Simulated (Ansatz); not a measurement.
**FGaH₂S: a ladder of functionals and wavefunction methods**

An exercise on one series of results from a longer session: the logs are not shown, and one member is left open.

The runs use Ansatz 0.2.0, Gaussian basis; functionals in def2-TZVPP, the program's frozen cores in correlated methods.

Levels to be run: LDA (SPW92), PBE-D4, revPBE-D4, BLYP-D4, r2SCAN-D4, B97M-V, PBE0-D4, B3LYP-D4, r2SCANh-D4, r2SCAN0-D4, HSE06-D4, BHLYP-D4, CAM-B3LYP-D4, LC-ωPBE, ωB97X-V, ωB97M-V, B2PLYP, PBE-QIDH; CCSD(T)/def2-SVP; CCSD(T)/def2-TZVPP; CCSD(T)/def2-QZVPP; extrapolation to the limit; RPA on PBE.

**The relaxed structure**

The geometry comes from an earlier relaxation with PBE0-D4 in a triple-zeta def2 set; it is a stationary point.

SMILES `[F][GaH][SH]`, 5 atoms, charge 0, spin multiplicity 1.

Atoms are counted from 1 here; the program's logs count them from 0.

Bond lengths: F1–Ga2 1.756 Å, Ga2–S3 2.183 Å, Ga2–H4 1.547 Å, S3–H5 1.345 Å. Angles: F1–Ga2–S3 113.1°, F1–Ga2–H4 118.7°, S3–Ga2–H4 128.2°, Ga2–S3–H5 92.1°.

Geometry (Å):

```mol
FGaH2S
  3D, bonds by distance, orders not assigned

  5  4  0  0  0  0  0  0  0  0999 V2000
   -1.3662    0.1730    1.0964 F   0  0
   -0.3817   -0.5069   -0.1885 Ga  0  0
    1.4949    0.5661   -0.4905 S   0  0
   -0.9086   -1.7446   -0.9515 H   0  0
    1.2115    1.4388    0.4927 H   0  0
  1  2  8  0
  2  3  8  0
  2  4  8  0
  3  5  8  0
M  END
```

Set-up of the first run:

Input file in.yaml:

```yaml
crystal:
  periodic: [false, false, false]
  atoms:
    - {symbol: F, position_ang: [-1.366219, 0.172983, 1.096359]}
    - {symbol: Ga, position_ang: [-0.381668, -0.506888, -0.188462]}
    - {symbol: S, position_ang: [1.494879, 0.566140, -0.490507]}
    - {symbol: H, position_ang: [-0.908579, -1.744626, -0.951462]}
    - {symbol: H, position_ang: [1.211489, 1.438792, 0.492671]}
basis:
  gaussian: {orbitals: def2-TZVPP}
hamiltonian: {xc: lda}
output: {orbitals: {seedname: orbitals}}
```

On the command line:

```
$ ansatz run in.yaml --threads 2 --pin off --events-out ev --progress --plain --max-ram 32768MiB --backend cpu
```

Steps of the session up to this table: LDA; PBE-D4 (GGA); revPBE-D4 (GGA); BLYP-D4 (GGA); r2SCAN-D4 (meta-GGA); B97M-V (meta-GGA); PBE0-D4 (hybrid); B3LYP-D4 (hybrid); r2SCANh-D4 (hybrid); r2SCAN0-D4 (hybrid); HSE06-D4 (hybrid); BHLYP-D4 (hybrid); CAM-B3LYP-D4 (range-separated); LC-ωPBE (range-separated); ωB97X-V (range-separated); ωB97M-V (range-separated); B2PLYP (double hybrid); PBE-QIDH (double hybrid).

One of the session's tables, all rows but one given; the rest of the session is left out.

It belongs to the step «Orbital energies across the functionals». 

| functional | HOMO (eV) | gap (eV) |
| --- | --- | --- |
| LDA (SPW92) | -7.01 | 4.72 |
| PBE-D4 | -6.86 | 4.84 |
| revPBE-D4 | -6.80 | 4.90 |
| BLYP-D4 | -6.69 | 4.73 |
| r2SCAN-D4 | -7.16 | 5.40 |
| B97M-V | ? | ? |
| PBE0-D4 | -8.08 | 6.83 |
| B3LYP-D4 | -7.83 | 6.30 |
| r2SCANh-D4 | -7.60 | 6.12 |
| r2SCAN0-D4 | -8.27 | 7.19 |
| HSE06-D4 | -7.67 | 6.06 |
| BHLYP-D4 | -9.14 | 8.61 |
| CAM-B3LYP-D4 | -9.39 | 9.02 |
| LC-ωPBE | -10.80 | 11.61 |
| ωB97X-V | -10.43 | 11.11 |
| ωB97M-V | -10.26 | 10.72 |

Estimate the missing values for B97M-V.

The run gave: HOMO (eV): -7.22; gap (eV): 5.28. In the column «HOMO (eV)» it lies between r2SCANh-D4 (-7.60) and r2SCAN-D4 (-7.16).
